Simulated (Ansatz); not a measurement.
**GaH₃O₂S: geometry optimisation**

Aim: relax GaH₃O₂S from a cheap starting geometry.

Method: RKS PBE0-D4/def2-TZVP; program: Ansatz 0.2.0, Gaussian basis.

Plan: relaxation at PBE0-D4/def2-TZVP.

1 further run of the same task is left out (set aside as unsound or not needed).

## Step 1: The starting structure

SMILES `[OH][Ga]([OH])[SH]`, 7 atoms, charge 0, spin multiplicity 1.

Atoms are counted from 1 here; the program's logs count them from 0.

Bond lengths: O1–Ga2 1.746 Å, O1–H5 0.955 Å, Ga2–O3 1.745 Å, Ga2–S4 2.209 Å, O3–H6 0.956 Å, S4–H7 1.326 Å. Angles: Ga2–O1–H5 125.5°, O1–Ga2–O3 116.5°, O1–Ga2–S4 127.7°, O3–Ga2–S4 115.8°, Ga2–O3–H6 120.2°, Ga2–S4–H7 90.1°.

Coordinates:

```xyz
7
GaH3O2S
O    -1.79395    0.35426    0.30111
Ga   -0.10019    0.07211   -0.01675
O     0.63154   -1.28363    0.80285
S     1.23785    1.23106   -1.33771
H    -2.32420    1.04534   -0.09107
H     0.11053   -1.82970    1.39032
H     2.23841    0.41057   -1.04875
```

The start is a GFN2-xTB geometry.

## Step 2: Optimising with PBE0-D4/def2-TZVP

Contents of in.yaml:

```yaml
crystal:
  periodic: [false, false, false]
  atoms:
    - {symbol: O, position_ang: [-1.793950, 0.354260, 0.301110]}
    - {symbol: Ga, position_ang: [-0.100190, 0.072110, -0.016750]}
    - {symbol: O, position_ang: [0.631540, -1.283630, 0.802850]}
    - {symbol: S, position_ang: [1.237850, 1.231060, -1.337710]}
    - {symbol: H, position_ang: [-2.324200, 1.045340, -0.091070]}
    - {symbol: H, position_ang: [0.110530, -1.829700, 1.390320]}
    - {symbol: H, position_ang: [2.238410, 0.410570, -1.048750]}
basis:
  gaussian: {orbitals: def2-TZVP}
hamiltonian: {xc: pbe0, dispersion: d4}
relax: {f_tol: 0.005, max_steps: 150}
```

Launch:

```sh
> ansatz run in.yaml --threads 2 --pin off --events-out ev --progress --plain --max-ram 32768MiB --backend cpu
```

Before running them: what should the planned runs give, taken together? Wanted: point group; shift from the start; total energy; dispersion term; dipole moment.

As calculated:

| quantity | value |
| --- | --- |
| point group | Cs |
| steps | 7 |
| shift from the start (rms) | 0.092 Å |
| total energy | -67346.4124 eV |
| dispersion term | -124 meV |
| dipole moment | 0.68 D |

**Reading.** The relaxed geometry lies 0.09 Å (rms) from the start; the bond that changed most is O1–Ga2, from 1.746 to 1.779 Å. No vibrations were run, so it is not proven to be a minimum. The largest Mulliken charge, +0.61 e, sits on Ga2.
